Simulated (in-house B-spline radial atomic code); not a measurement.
**Pd⁶⁺: ionisation energy by several methods**

An exercise on one series of results from a longer session: the logs are not shown, and one member is left open.

Program: in-house B-spline radial atomic code version 1. Level of theory: non-relativistic, several functionals, spin-polarised; spherical all-electron atom at the radial basis limit. These are calculated values, not measurements, unless marked.

**The atom as given**

| Property | Result |
| --- | --- |
| element | palladium (Z = 46) |
| charge | +6 |
| electrons | 40 |
| configuration | [Kr] 4d4 |
| nucleus | point |

Outer shells as boxes (Hund's rule):

[Kr] 4d4
```
[Kr] core
4d [↑ ][↑ ][↑ ][↑ ][  ]
```

Where spins are not typed, each open shell is filled with up spins first.

Set-up of the first run:

The run's settings:

```ini
Z = 46
electrons = 40.0
configuration = [Kr] 4d4
hamiltonian = nr
method = b88,lyp
spin_polarised = True
```

Among the steps run: BLYP; PBE; LDA (PW92); Hartree-Fock; LDA (VWN5).

One of the session's tables, all rows but one given; the rest of the session is left out.

| method | ΔSCF (eV) |
| --- | --- |
| LDA (PW92) | 103.56 |
| LDA (VWN5) | 103.57 |
| BLYP | 103.27 |
| PBE | ? |
| Hartree-Fock | 102.70 |

**Question.** Estimate the row for PBE.

The run gave: ΔSCF (eV): 103.55. In the column «ΔSCF (eV)» it lies between BLYP (103.27) and LDA (PW92) (103.56).

Limits of these values: These runs leave out relativity, which matters at this nuclear charge.
